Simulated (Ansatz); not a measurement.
AlSn:

```
Sn Al
1.0
     4.19811    0.00000    0.00000
    -2.09905    3.63567    0.00000
     0.00000    0.00000    3.30685
Sn Al
1 1
Direct
  0.00000 0.00000 0.50000
  0.66667 0.33333 0.00000
```

The cell comes from a database or a generator and needn't be the stable form of this composition.

The cell isn't the ideal one: the cell as VASP's run set it.

Base run:

| Property | Result |
| --- | --- |
| Program | Ansatz 0.2.0 |
| Functional | RPBE |
| Potentials or basis | all-electron LAPW, scalar-relativistic |
| Cutoff | 174 eV |
| Density cutoff | 697 eV |
| Basis error allowed | 0.001 eV/atom |
| k mesh | 7 × 7 × 8 |
| Occupations | gaussian, width 0.02 eV |
| Spin | no spin polarisation |

Its results: band gap on the k mesh none (metal or under the smearing width); pressure 1.5 GPa.

Q: The run is repeated on the same cell with these changes: functional from RPBE to PBEsol. What comes out?

A: Band gap on the k mesh none (metal or under the smearing width); pressure -1.8 GPa.

PBEsol binds more tightly than RPBE, so the same cell stands under less pressure.

Not every run made on this cell is shown here.
